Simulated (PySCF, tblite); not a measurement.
# C₄H₁₂NSi radical: geometry, infrared bands and EPR parameters

Wanted: the infrared bands and EPR parameters of C₄H₁₂NSi radical (`[CH2][C@@](C)(N)C[SiH3]`), by calculation.

Programs: tblite 0.8.0 and PySCF 2.14.0, with density-fitted response routines of our own. Each step states its level of theory. These are calculated values for one molecule in the gas phase, unless marked as measured. Atoms are numbered from 0 throughout.

**1. The starting structure**

18 atoms, charge 0, multiplicity 2; geometry from: force field or distance geometry start.

Bonds of the start (Å): C0–C1 1.51, C1–C2 1.52, C1–N3 1.45, C1–C4 1.49, C4–Si5 1.85, C0–H6 1.12, C0–H7 1.10, C2–H8 1.12, C2–H9 1.10, C2–H10 1.11, N3–H11 1.04, N3–H12 1.03, C4–H13 1.13, C4–H14 1.10, Si5–H15 1.47, Si5–H16 1.47, Si5–H17 1.49.

**2. Geometry optimisation with GFN2-xTB**

What the job is given:

```
{"job": {"kind": "relax", "xc": "GFN2-xTB", "basis": "xTB"}, "charge": 0, "multiplicity": 2}
C     -0.596800    -0.124300     1.547400
C     -0.568700     0.133900     0.056500
C     -1.837500    -0.363400    -0.613900
N     -0.445600     1.566500    -0.164300
C      0.553000    -0.549600    -0.638600
Si     2.253000    -0.068900    -0.074100
H     -1.327100    -0.928800     1.809000
H      0.381300    -0.406700     1.973100
H     -2.404800    -0.963400     0.145700
H     -1.570900    -1.024200    -1.451700
H     -2.424500     0.504500    -0.969900
H      0.240300     1.931100     0.531700
H     -1.343800     2.056100    -0.070300
H      0.466700    -0.298700    -1.742100
H      0.450200    -1.634400    -0.502300
H      3.097400    -0.006800    -1.280100
H      2.245900     1.258700     0.563400
H      2.823100    -1.075200     0.868900
```

Launch:

```sh
$ OMP_NUM_THREADS=1 python probes_run.py task.json out
```

The driver reads the jobs from task.json and runs them one after another.

**Question.** This job is followed by: GFN2-xTB harmonic vibrations, gas phase; UKS B3LYP, pcH-1 on C H N Si, non-relativistic, mean-field spin-orbit, GIAO. What will the session give for the following? strongest single infrared mode (GFN2-xTB); zero-point energy (GFN2-xTB); g(iso) (B3LYP); ⟨S²⟩; largest a(iso) (averaged by class); potential on the surface of density 0.002 e/bohr³, 1st and 99th percentile.

The runs gave:

| quantity | value |
| --- | --- |
| strongest single infrared mode (GFN2-xTB) | 2227 cm⁻¹, 357 km/mol |
| zero-point energy (GFN2-xTB) | 91.0 kcal/mol |
| g(iso) (B3LYP) | 2.00238 |
| ⟨S²⟩ | 0.754 (exact 0.75) |
| largest a(iso) (averaged by class) | 13C on C0, 90.4 MHz |
| potential on the surface of density 0.002 e/bohr³, 1st and 99th percentile | -1.39 V and 1.27 V |

Over 127 steps the energy fell by 0.841 eV; of the close pairs, C1–C4 changed most, 1.486 to 1.534 Å. No mode is imaginary among the 48: a minimum at this level. The strongest single mode, at 2227 cm⁻¹, moves mainly H16. Unscaled tight-binding wavenumbers are off by several per cent, some by more. Its intensities can rank the bands wrongly. Most of the unpaired spin sits on C0 (1.03 e). The isotropic g lies 0.1 ppt above the free-electron value. These values are for one conformer; the search (at its own cheap level) found 2 more, at 0.24, 0.66 kcal/mol, and measured spectra average over such forms.
